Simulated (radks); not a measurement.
**B inside a hard spherical wall**

What does compression do to the levels of B? A hard sphere of shrinking radius stands in for pressure; the configuration is held at [He] 2s2 2p1.

Method: scalar-relativistic Kohn-Sham, PBEsol, spin-polarised, spherical densities, point nucleus; open shells are filled with parallel spins first. Code: radks (a radial shooting solver on a logarithmic mesh, Libxc functionals) version 1.

## 1. Starting point

| Item | Value |
| --- | --- |
| element | boron (Z = 5) |
| charge | 0 |
| electrons | 5 |
| configuration | [He] 2s2 2p1 |

Outer shells as boxes (Hund's rule):

B
```
[He] core
2s [↑↓]
2p [↑ ][  ][  ]
```

## 2. The free atom

The run's settings:

```text
Z 5
configuration [He] 2s2 2p1 3s0 3p0 3d0
relativity scalar-relativistic
functional pbe_sol,pbe_sol
spin polarised
nucleus point
c 137.035999084
```

## 3. Wall at 15 bohr

Input: that of step 2 with these lines changed.

```diff
@@ -6,2 +6,3 @@
 nucleus point
+wall 15 bohr
 c 137.035999084
```

## 4. Wall at 12 bohr

Input: that of step 3 with these lines changed.

```diff
@@ -6,3 +6,3 @@
 nucleus point
-wall 15 bohr
+wall 12 bohr
 c 137.035999084
```

## 5. Wall at 10 bohr

Input: that of step 4 with these lines changed.

```diff
@@ -6,3 +6,3 @@
 nucleus point
-wall 12 bohr
+wall 10 bohr
 c 137.035999084
```

## 6. Wall at 6 bohr

Input: that of step 5 with these lines changed.

```diff
@@ -6,3 +6,3 @@
 nucleus point
-wall 10 bohr
+wall 6 bohr
 c 137.035999084
```

## 7. Wall at 5 bohr

Input: that of step 6 with these lines changed.

```diff
@@ -6,3 +6,3 @@
 nucleus point
-wall 6 bohr
+wall 5 bohr
 c 137.035999084
```

## 8. Wall at 4 bohr

Input: that of step 7 with these lines changed.

```diff
@@ -6,3 +6,3 @@
 nucleus point
-wall 5 bohr
+wall 4 bohr
 c 137.035999084
```

## 9. Wall at 3.5 bohr

Input: that of step 8 with these lines changed.

```diff
@@ -6,3 +6,3 @@
 nucleus point
-wall 4 bohr
+wall 3.5 bohr
 c 137.035999084
```

What does the calculation give? Wanted: for each run, R; E − E(free); ε(2p); ε(3s, empty); ε(3p, empty); ε(3d, empty); pressure.

**Answer**, as computed:

| R (bohr) | E − E(free) (eV) | ε(2p) (eV) | ε(3s, empty) (eV) | ε(3p, empty) (eV) | ε(3d, empty) (eV) | pressure (GPa) |
| --- | --- | --- | --- | --- | --- | --- |
| free | 0.000 | -3.975 | - | - | - | 0 |
| 15 | 0.000 | -3.974 | -0.079 | 0.669 | 1.379 | < 0.0001 |
| 12 | 0.000 | -3.973 | 0.191 | 1.180 | 2.009 | 0.000198 |
| 10 | 0.003 | -3.961 | 0.692 | 1.970 | 2.804 | 0.00258 |
| 6 | 0.272 | -3.409 | 6.141 | 8.547 | 7.658 | 0.807 |
| 5 | 0.972 | -2.494 | 11.631 | 14.193 | 11.253 | 4.38 |
| 4 | 3.727 | 0.012 | 24.134 | 26.012 | 18.467 | 27.7 |
| 3.5 | 7.520 | 2.675 | 36.426 | 36.984 | 25.039 | 75.5 |

In words: Eigenvalues are for spin up. At the tightest wall, 3.5 bohr, the energy stands 7.520 eV above the free atom and the pressure, −dE/dV, is 75.5 GPa. Of the levels in the table that exist at both ends, 2p rises most from the free atom (6.650 eV). From R = 4 bohr inwards the highest occupied level lies above zero, pushed up by confinement. Shells are not refilled when levels cross, and a hard wall is a model, not a crystal.
